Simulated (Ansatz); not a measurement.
# C2H10GeN2: one species, many methods

Aim: compute C2H10GeN2 with functionals from several rungs and with coupled cluster, and see how far each lands from CCSD(T) at the basis-set limit for the atomisation energy.

Method: functionals in def2-TZVPP, the program's frozen cores in correlated methods; program: Ansatz 0.2.0, Gaussian basis.

The runs, in order: PBE-D4, r2SCAN-D4, PBE0-D4, B3LYP-D4, ωB97X-V, ωB97M-V, B2PLYP; CCSD(T)/def2-TZVPP; MP2/def2-QZVPP; extrapolation to the limit.

**1. The relaxed structure**

An earlier PBE0-D4 in a triple-zeta def2 set relaxation fixed the geometry.

SMILES `C[NH][GeH2][NH]C`, 15 atoms, charge 0, spin multiplicity 1.

Atoms are counted from 1 here; the program's logs count them from 0.

Bond lengths: C1–N2 1.448 Å, C1–H6 1.100 Å, C1–H7 1.095 Å, C1–H8 1.093 Å, N2–Ge3 1.828 Å, N2–H9 1.010 Å, Ge3–N4 1.828 Å, Ge3–H10 1.549 Å, Ge3–H11 1.549 Å, N4–C5 1.448 Å, N4–H12 1.010 Å, C5–H13 1.093 Å, C5–H14 1.095 Å, C5–H15 1.100 Å. Angles: N2–C1–H6 114.7°, N2–C1–H7 110.5°, N2–C1–H8 109.5°, H6–C1–H7 107.7°, H6–C1–H8 107.3°, H7–C1–H8 106.9°, C1–N2–Ge3 120.8°, C1–N2–H9 112.7°, Ge3–N2–H9 113.3°, N2–Ge3–N4 104.1°, N2–Ge3–H10 104.8°, N2–Ge3–H11 117.2°, N4–Ge3–H10 117.2°, N4–Ge3–H11 104.8°, H10–Ge3–H11 109.4°, Ge3–N4–C5 120.9°, Ge3–N4–H12 113.3°, C5–N4–H12 112.7° and more.

**2. PBE-D4 (GGA)**

in.yaml

```yaml
crystal:
  periodic: [false, false, false]
  atoms:
    - {symbol: C, position_ang: [-0.531961, 0.176534, -2.729234]}
    - {symbol: N, position_ang: [-0.804752, -0.048706, -1.325591]}
    - {symbol: Ge, position_ang: [0.471706, 0.278549, -0.058173]}
    - {symbol: N, position_ang: [-0.177659, -0.531577, 1.446727]}
    - {symbol: C, position_ang: [0.398268, -0.255516, 2.745737]}
    - {symbol: H, position_ang: [-0.539650, 1.232888, -3.034429]}
    - {symbol: H, position_ang: [-1.260418, -0.354057, -3.350330]}
    - {symbol: H, position_ang: [0.453024, -0.227004, -2.979472]}
    - {symbol: H, position_ang: [-1.726602, 0.260890, -1.053776]}
    - {symbol: H, position_ang: [1.780648, -0.291804, -0.660011]}
    - {symbol: H, position_ang: [0.696819, 1.754991, 0.354474]}
    - {symbol: H, position_ang: [-0.388804, -1.510093, 1.314620]}
    - {symbol: H, position_ang: [0.554128, 0.821248, 2.855067]}
    - {symbol: H, position_ang: [-0.288957, -0.559992, 3.541328]}
    - {symbol: H, position_ang: [1.364230, -0.746342, 2.933062]}
basis:
  gaussian: {orbitals: def2-TZVPP}
hamiltonian: {xc: pbe, dispersion: d4}
output: {forces: true, orbitals: {seedname: orbitals}}
```

Started as:

```sh
$ ansatz run in.yaml --threads 2 --pin off --events-out ev --progress --plain --max-ram 32768MiB --backend cuda --devices 0, --max-vram 18GiB
```

Further steps of the session: r2SCAN-D4 (meta-GGA); PBE0-D4 (hybrid); B3LYP-D4 (hybrid); ωB97X-V (range-separated); ωB97M-V (range-separated); B2PLYP (double hybrid); CCSD(T) in def2-TZVPP; MP2 in def2-QZVPP.

**Question.** What will the summary of the whole plan be? Wanted: atomisation energy, CCSD(T)/CBS; farthest; mean size of error, hybrid; mean size of error, range-separated; gap, smallest and largest; T1 diagnostic; triples share of the correlation energy.

As calculated:

| quantity | value |
| --- | --- |
| atomisation energy, CCSD(T)/CBS | 1237.8 kcal/mol |
| functionals within 12.4 kcal/mol (1.0 %) | r2SCAN-D4, PBE0-D4, B3LYP-D4, ωB97X-V, ωB97M-V |
| farthest | PBE-D4 (+16.5 kcal/mol) |
| mean size of error, hybrid | 2.0 kcal/mol |
| mean size of error, range-separated | 2.5 kcal/mol |
| gap, smallest and largest | 5.11 eV (PBE-D4), 11.66 eV (ωB97X-V) |
| T1 diagnostic | 0.0105 |
| triples share of the correlation energy | 3.7 % |

In words: PBE-D4 is off by +16.5 kcal/mol. Double hybrids carry the basis error of their MP2 part in triple zeta, and no dispersion term here, so their miss is partly the set-up's. Misses under about 12.4 kcal/mol are within the doubt on the reference itself, which lacks core-valence correlation, relativity and higher excitations, and its outer-core shells are covered unevenly. Hartree-Fock recovers 71 % of the binding; the rest is correlation. The gap grows from 5.1 to 11.7 eV across the functionals, mostly with the share of exact exchange. Correlated methods include outer-core shells of Ge, which these sets cover unevenly.
